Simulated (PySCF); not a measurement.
# [Lu(H2CO)]3+: other functionals and bases at one geometry

An exercise on one series of results from a longer session: the logs are not shown, and one member is left open.

Program: PySCF 2.14.0. Level of theory: several levels, as the steps say, no spin–orbit coupling. These are calculated values, not measurements.

1 further run of the same task is left out (for a known fault of the program).

### Where the work starts

5 atoms, charge 3, spin multiplicity 1.

Bond lengths: Lu1–O2 1.971 Å, O2–C3 1.275 Å, C3–H4 1.114 Å, C3–H5 1.114 Å. Angles: Lu1–O2–C3 180.0°, O2–C3–H4 119.0°, O2–C3–H5 119.0°, H4–C3–H5 122.1°.

As a file:

```xyz
5
CH2LuO
Lu    0.0000    0.0000   -0.1245
O     0.0000    0.0000    1.8467
C     0.0000    0.0000    3.1221
H     0.9749    0.0000    3.6619
H    -0.9749    0.0000    3.6619
```

Formal oxidation states: Lu +3. An earlier session relaxed this geometry at PBE0, Lu def2-SVP with ECP28, O def2-SVP, C def2-SVP, H def2-SVP (singlet, point group C2v).

At PBE0 on the finer grid: E = -1349.061897 Eh, HOMO -25.90 eV, LUMO -19.94 eV, Mulliken charge on Lu1 +2.47 e, largest force component 0.001 eV/Å. 

Levels to run: TPSSh; revPBE; PBE0, TZVP. Hardware: 2 threads of Intel Xeon at 2.50GHz (Skylake/Cascade Lake), shared host.

The first run:

Contents of run.py (the lines that set the calculation):

```python
mol = gto.M(atom='''
Lu     0.00000     0.00000    -0.12454
O      0.00000     0.00000     1.84672
C      0.00000     0.00000     3.12215
H      0.97493     0.00000     3.66192
H     -0.97493     0.00000     3.66192''',
    basis={'Lu': 'def2-SVP', 'O': 'def2-SVP', 'C': 'def2-SVP', 'H': 'def2-SVP'},
    ecp={'Lu': 'def2-SVP'},
    charge=3, spin=0)
mf = dft.RKS(mol, xc='TPSSH')
mf.grids.atom_grid = (75, 302)  # f atoms: unpruned, at least (60, 302)
mf = mf.density_fit()  # fitting sets: Lu def2-universal-JKFIT, O def2-universal-JKFIT, C def2-universal-JKFIT, H def2-universal-JKFIT
mf.conv_tol = 1e-08; mf.max_cycle = 55
mf.kernel(dm0)  # dm0: the density of the relaxed state
```

Run with:

```
$ OMP_NUM_THREADS=2 python run.py
```

Among the steps run: TPSSh; revPBE; PBE0, TZVP.

One table of the session follows, with a row left open; its other results are not shown here.

```
              level  HOMO (eV)  gap (eV)  charge on Lu1 (e)  dipole (D)  largest force component (eV/Å)
PBE0 (relaxed here)     -25.90      5.96               2.47        5.74                            0.00
              TPSSh     -25.22      4.92               2.45        5.95                            0.61
             revPBE          ?         ?                  ?           ?                               ?
         PBE0, TZVP     -25.88      5.95               2.51        5.87                            0.30
```

Estimate the missing values for revPBE.

**Answer.** HOMO (eV): -24.51; gap (eV): 3.59; charge on Lu1 (e): 2.41; dipole (D): 6.08; largest force component (eV/Å): 0.62. In the column «HOMO (eV)» it is the highest.

The dipole of a charged species depends on the origin, so these sizes hold for this origin alone.

In one basis the HOMO–LUMO gap runs from 3.59 eV (revPBE) to 5.96 eV (PBE0). The largest leftover force, 0.62 eV/Å with revPBE, stands at a geometry relaxed at another level. Total energies of different levels can't be compared.
